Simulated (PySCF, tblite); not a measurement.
# C6H9F: dynamics, then NMR shifts on frames, part 2 of 2

tblite 0.8.0 and PySCF 2.14.0. Atoms count from 0. Earlier steps stand in the parts before.

### 5 Nuclear shieldings: 625 fs, PBE0/pcSseg-1

Job settings and geometry (Å):

```
{"job": {"kind": "nmr", "xc": "PBE0", "basis": "pcSseg-1", "pop": false}, "charge": 0, "multiplicity": 1}
C      1.497500     0.904100     0.744900
C      0.720100    -0.120800     1.147800
F      1.214900    -1.005200     2.036200
C     -0.549000    -0.333000     0.502300
C     -1.060900     0.789100    -0.331600
C     -1.132700    -1.467400     0.783900
C     -2.489600    -1.914500     0.309200
H      1.240200     1.552900    -0.111600
H      2.566300     0.957100     1.095200
H     -0.987900     1.693900     0.282300
H     -0.424800     0.944700    -1.166900
H     -2.078100     0.705700    -0.758300
H     -0.678000    -2.178600     1.437300
H     -2.942400    -1.090200    -0.268900
H     -2.421600    -2.818500    -0.333100
H     -3.136500    -2.171300     1.145400
```

Method: GIAO PBE0/pcSseg-1 NMR shielding, non-relativistic, gas phase.

Output:

```text
coarse grid: 13184 points
cycle   1  E = -333.3160479285  dE =  8.515e-01  |g| = 5.325e-01  |ddm| = 3.563e+00
cycle   2  E = -333.2945811810  dE =  2.147e-02  |g| = 6.519e-01  |ddm| = 9.235e-01
cycle   3  E = -333.3752815139  dE = -8.070e-02  |g| = 9.054e-02  |ddm| = 5.065e-01
cycle   4  E = -333.3769900569  dE = -1.709e-03  |g| = 3.520e-02  |ddm| = 1.177e-01
cycle   5  E = -333.3772942811  dE = -3.042e-04  |g| = 8.788e-03  |ddm| = 4.026e-02
cycle   6  E = -333.3773094221  dE = -1.514e-05  |g| = 3.439e-03  |ddm| = 9.328e-03
cycle   7  E = -333.3773118969  dE = -2.475e-06  |g| = 9.811e-04  |ddm| = 3.569e-03
final grid: 127200 points
cycle   8  E = -333.4262524980  dE = -3.641e-05  |g| = 8.328e-03  |ddm| = 3.448e-02
cycle   9  E = -333.4262433636  dE =  9.134e-06  |g| = 1.097e-02  |ddm| = 1.754e-02
cycle  10  E = -333.4262690063  dE = -2.564e-05  |g| = 1.697e-03  |ddm| = 1.037e-02
cycle  11  E = -333.4262695662  dE = -5.599e-07  |g| = 3.044e-04  |ddm| = 1.689e-03
cycle  12  E = -333.4262695861  dE = -1.989e-08  |g| = 1.534e-04  |ddm| = 4.432e-04
cycle  13  E = -333.4262695916  dE = -5.554e-09  |g| = 2.583e-05  |ddm| = 1.482e-04
cycle  14  E = -333.4262695917  dE = -1.202e-10  |g| = 1.135e-05  |ddm| = 2.947e-05
converged SCF energy = -333.4262695917

GIAO shielding tensors (ppm)
atom      isotropic    diamagn.    paramagn.     s11        s22        s33       span
  0 C       82.770     259.776    -177.006     -7.411     97.754    157.967    165.378
  1 C        7.177     253.341    -246.164   -106.327     54.444     73.414    179.741
  2 F      289.643     476.647    -187.004    192.350    292.874    383.705    191.355
  3 C       58.557     262.150    -203.594    -49.420     74.885    150.206    199.626
  4 C      172.744     248.854     -76.110    168.064    169.018    181.149     13.085
  5 C       58.719     252.344    -193.625    -38.574     44.035    170.695    209.268
  6 C      166.068     248.449     -82.381    147.893    168.145    182.165     34.272
  7 H       26.038      33.188      -7.150     22.928     24.143     31.043      8.115
  8 H       26.087      28.821      -2.734     23.773     24.433     30.055      6.282
  9 H       29.815      30.394      -0.579     25.508     28.396     35.540     10.032
 10 H       30.647      32.877      -2.231     26.135     29.151     36.655     10.520
 11 H       29.009      30.041      -1.031     23.929     28.942     34.156     10.226
 12 H       25.634      33.336      -7.702     21.916     23.984     31.003      9.087
 13 H       29.205      30.247      -1.042     24.080     30.859     32.676      8.596
 14 H       29.374      27.643       1.730     25.659     26.670     35.792     10.133
 15 H       29.910      27.161       2.750     25.991     27.411     36.329     10.338
```

It took 31 s on 1 thread of Arm Neoverse N1, shared host; peak memory 0.76 GiB.

In short: δ C1 179.7, C3 128.4, C5 128.2, C0 104.2, H12 6.08, H7 5.68 ppm.

### 6 Nuclear shieldings: 800 fs, PBE0/pcSseg-1

Job settings and geometry (Å):

```
{"job": {"kind": "nmr", "xc": "PBE0", "basis": "pcSseg-1", "pop": false}, "charge": 0, "multiplicity": 1}
C      1.991900     0.738600     1.108400
C      1.033800    -0.091100     1.508400
F      1.328400    -0.867200     2.580000
C     -0.298300    -0.326200     0.933200
C     -0.823900     0.658700    -0.059100
C     -0.996600    -1.316100     1.456200
C     -2.289300    -1.749300     1.014400
H      1.820900     1.362100     0.264200
H      2.892200     0.800100     1.673600
H     -1.426000     1.474800     0.410100
H     -0.082200     1.010900    -0.672900
H     -1.425600     0.008100    -0.725700
H     -0.523800    -1.937500     2.179500
H     -2.927100    -1.015900     0.625700
H     -2.197100    -2.608900     0.375500
H     -2.778400    -2.120300     1.915700
```

Method: GIAO PBE0/pcSseg-1 NMR shielding, non-relativistic, gas phase.

Output:

```text
coarse grid: 13184 points
cycle   1  E = -333.3052466290  dE =  9.873e-01  |g| = 5.711e-01  |ddm| = 3.612e+00
cycle   2  E = -333.2790089049  dE =  2.624e-02  |g| = 7.055e-01  |ddm| = 9.636e-01
cycle   3  E = -333.3728345870  dE = -9.383e-02  |g| = 1.017e-01  |ddm| = 5.308e-01
cycle   4  E = -333.3750986004  dE = -2.264e-03  |g| = 3.381e-02  |ddm| = 1.280e-01
cycle   5  E = -333.3753639401  dE = -2.653e-04  |g| = 1.014e-02  |ddm| = 3.912e-02
cycle   6  E = -333.3753855576  dE = -2.162e-05  |g| = 3.136e-03  |ddm| = 9.816e-03
cycle   7  E = -333.3753876252  dE = -2.068e-06  |g| = 8.545e-04  |ddm| = 3.060e-03
final grid: 127200 points
cycle   8  E = -333.4244694665  dE = -4.490e-05  |g| = 8.415e-03  |ddm| = 3.746e-02
cycle   9  E = -333.4244643101  dE =  5.156e-06  |g| = 9.961e-03  |ddm| = 1.711e-02
cycle  10  E = -333.4244869997  dE = -2.269e-05  |g| = 1.365e-03  |ddm| = 9.738e-03
cycle  11  E = -333.4244873189  dE = -3.192e-07  |g| = 2.116e-04  |ddm| = 1.274e-03
cycle  12  E = -333.4244873256  dE = -6.658e-09  |g| = 1.226e-04  |ddm| = 2.820e-04
cycle  13  E = -333.4244873290  dE = -3.439e-09  |g| = 2.563e-05  |ddm| = 1.332e-04
cycle  14  E = -333.4244873291  dE = -1.373e-10  |g| = 8.647e-06  |ddm| = 2.992e-05
converged SCF energy = -333.4244873291

GIAO shielding tensors (ppm)
atom      isotropic    diamagn.    paramagn.     s11        s22        s33       span
  0 C       94.570     259.943    -165.372      0.140    116.058    167.513    167.374
  1 C        9.626     251.300    -241.674    -99.520     57.674     70.724    170.244
  2 F      280.375     476.926    -196.551    180.733    297.320    363.073    182.340
  3 C       54.900     260.964    -206.064    -51.380     68.366    147.716    199.095
  4 C      175.476     248.930     -73.454    161.129    178.900    186.399     25.270
  5 C       54.917     254.938    -200.020    -56.036     52.051    168.736    224.773
  6 C      176.217     244.320     -68.103    159.965    181.033    187.652     27.687
  7 H       27.278      34.504      -7.226     24.747     25.519     31.567      6.820
  8 H       26.795      29.213      -2.418     24.467     24.996     30.922      6.455
  9 H       29.297      29.110       0.187     25.108     26.616     36.167     11.059
 10 H       31.557      34.438      -2.882     26.713     30.914     37.043     10.331
 11 H       29.072      31.867      -2.795     24.138     29.451     33.628      9.490
 12 H       25.443      34.348      -8.904     21.520     23.715     31.095      9.575
 13 H       30.758      30.561       0.197     25.990     31.087     35.196      9.206
 14 H       30.298      28.231       2.067     25.981     27.463     37.450     11.469
 15 H       29.860      25.751       4.109     25.069     28.235     36.278     11.209
```

It took 30 s on 1 thread of Arm Neoverse N1, shared host; peak memory 0.76 GiB.

In short: δ C1 177.3, C3 132.0, C5 132.0, C0 92.4, H12 6.27, H8 4.92 ppm.

### 7 Nuclear shieldings: 1000 fs, PBE0/pcSseg-1

Job settings and geometry (Å):

```
{"job": {"kind": "nmr", "xc": "PBE0", "basis": "pcSseg-1", "pop": false}, "charge": 0, "multiplicity": 1}
C      1.879400     1.408800     1.326600
C      1.077300     0.376000     1.513200
F      1.597600    -0.609800     2.404100
C     -0.217000     0.032900     0.826900
C     -0.654100     0.877000    -0.320100
C     -0.946600    -0.904900     1.379800
C     -2.323000    -1.477600     1.008300
H      1.741300     2.189900     0.575000
H      2.807700     1.412200     1.894900
H     -1.239400     1.727000    -0.043800
H      0.169500     1.287700    -0.752000
H     -1.164700     0.309400    -1.094300
H     -0.546900    -1.497800     2.124000
H     -3.043600    -1.310700     1.786900
H     -2.650600    -1.025600     0.108400
H     -2.197000    -2.578500     0.916200
```

Level: GIAO PBE0/pcSseg-1 NMR shielding, non-relativistic, gas phase.

Output:

```text
coarse grid: 13184 points
cycle   1  E = -333.2947269814  dE =  7.744e-01  |g| = 5.854e-01  |ddm| = 3.574e+00
cycle   2  E = -333.2479263489  dE =  4.680e-02  |g| = 8.034e-01  |ddm| = 1.081e+00
cycle   3  E = -333.3642037809  dE = -1.163e-01  |g| = 1.133e-01  |ddm| = 6.557e-01
cycle   4  E = -333.3670177636  dE = -2.814e-03  |g| = 3.381e-02  |ddm| = 1.341e-01
cycle   5  E = -333.3672735668  dE = -2.558e-04  |g| = 1.122e-02  |ddm| = 4.051e-02
cycle   6  E = -333.3673008503  dE = -2.728e-05  |g| = 3.559e-03  |ddm| = 1.100e-02
cycle   7  E = -333.3673037075  dE = -2.857e-06  |g| = 9.129e-04  |ddm| = 3.653e-03
final grid: 127200 points
cycle   8  E = -333.4183638287  dE = -4.522e-05  |g| = 8.592e-03  |ddm| = 3.722e-02
cycle   9  E = -333.4183575884  dE =  6.240e-06  |g| = 1.044e-02  |ddm| = 1.840e-02
cycle  10  E = -333.4183821296  dE = -2.454e-05  |g| = 1.695e-03  |ddm| = 1.048e-02
cycle  11  E = -333.4183826046  dE = -4.750e-07  |g| = 2.509e-04  |ddm| = 1.484e-03
cycle  12  E = -333.4183826148  dE = -1.020e-08  |g| = 1.269e-04  |ddm| = 2.999e-04
cycle  13  E = -333.4183826186  dE = -3.775e-09  |g| = 2.854e-05  |ddm| = 1.366e-04
cycle  14  E = -333.4183826187  dE = -1.683e-10  |g| = 1.004e-05  |ddm| = 3.363e-05
converged SCF energy = -333.4183826187

GIAO shielding tensors (ppm)
atom      isotropic    diamagn.    paramagn.     s11        s22        s33       span
  0 C       89.718     258.052    -168.335     -2.985    108.437    163.701    166.686
  1 C        3.794     251.548    -247.754    -98.398     50.689     59.090    157.488
  2 F      258.146     477.782    -219.636    151.997    277.216    345.226    193.230
  3 C       57.954     258.736    -200.782    -45.962     75.762    144.062    190.023
  4 C      180.421     249.092     -68.671    165.656    180.295    195.312     29.655
  5 C       51.830     253.804    -201.974    -51.057     34.327    172.221    223.277
  6 C      168.059     249.184     -81.125    145.807    171.565    186.806     41.000
  7 H       26.493      32.163      -5.670     24.135     24.918     30.426      6.291
  8 H       26.287      27.899      -1.612     23.958     24.546     30.356      6.397
  9 H       30.694      30.405       0.289     26.908     27.490     37.685     10.777
 10 H       32.088      35.114      -3.026     27.167     31.699     37.398     10.231
 11 H       29.905      31.513      -1.608     24.988     29.072     35.654     10.666
 12 H       26.161      34.614      -8.453     22.427     23.781     32.274      9.847
 13 H       30.220      27.911       2.309     26.670     27.549     36.442      9.772
 14 H       30.351      31.834      -1.483     25.673     31.072     34.307      8.634
 15 H       29.336      28.195       1.141     25.174     27.239     35.593     10.419
```

Wall time 30 s (1 thread of Arm Neoverse N1, shared host); peak memory 0.76 GiB.

Key values: δ C1 183.1, C5 135.1, C3 129.0, C0 97.2, H12 5.56, H8 5.43 ppm.

### 8 Side by side: NMR shifts

Shifts (ppm) of some atoms, chosen among heavy atoms and hydrogens apart, with basis size and wall time:

```tsv
frame	C3	C5	C0	C4	H7	H10	F2	functions	time
250 fs	142.6	141.2	95.1	15.3	5.52	3.06	-98.3	164	40 s
425 fs	134.1	135.4	99.6	17.6	3.75	1.35	-94.6	164	30 s
625 fs	128.4	128.2	104.2	14.2	5.68	1.07	-118.7	164	31 s
800 fs	132.0	132.0	92.4	11.4	4.44	0.16	-109.4	164	30 s
1000 fs	129.0	135.1	97.2	6.5	5.22	-0.37	-87.2	164	30 s
```

### 9 Outcome

What follows sums up all 2 parts.

```
                                        quantity                                                     value
                                      thermostat                                                     300 K
                   mean temperature, second half                                                     272 K
         mean potential energy above the minimum                                                   0.50 eV
  13C shifts against TMS (PBE0/pcSseg-1, 250 fs)                 180.8, 142.6, 141.2, 95.1, 16.2, 15.3 ppm
   1H shifts against TMS (PBE0/pcSseg-1, 250 fs)  6.28, 5.52, 4.39, 3.06, 2.63, 1.91, 1.84, 1.57, 1.29 ppm
19F shifts against CFCl3 (PBE0/pcSseg-1, 250 fs)                                                 -98.3 ppm
           surface potential, 1st and 99th percentile                                        -0.88 V and 0.81 V
                        range of the shift of F2                                       -118.7 to -87.2 ppm
```

In words: In the second half the potential energy averages 0.50 eV above the minimum; equipartition over 42 harmonic modes at 300 K would give 0.54 eV. With 16 atoms the temperature swings widely (150 to 367 K). Shifts at one fixed geometry are not the observed spectrum, which averages over the motion. In the first frame run (250 fs): The widest tensor belongs to C5: span 234 ppm, with a paramagnetic part of -210 ppm. By nearest atom (PBE0/pcSseg-1), the HOMO sits on C0 26 %; C5 21 % and the LUMO on C5 26 %; C3 19 %. Across the 5 runs the shift of F2 moves most, between -118.7 (625 fs) and -87.2 ppm (1000 fs).
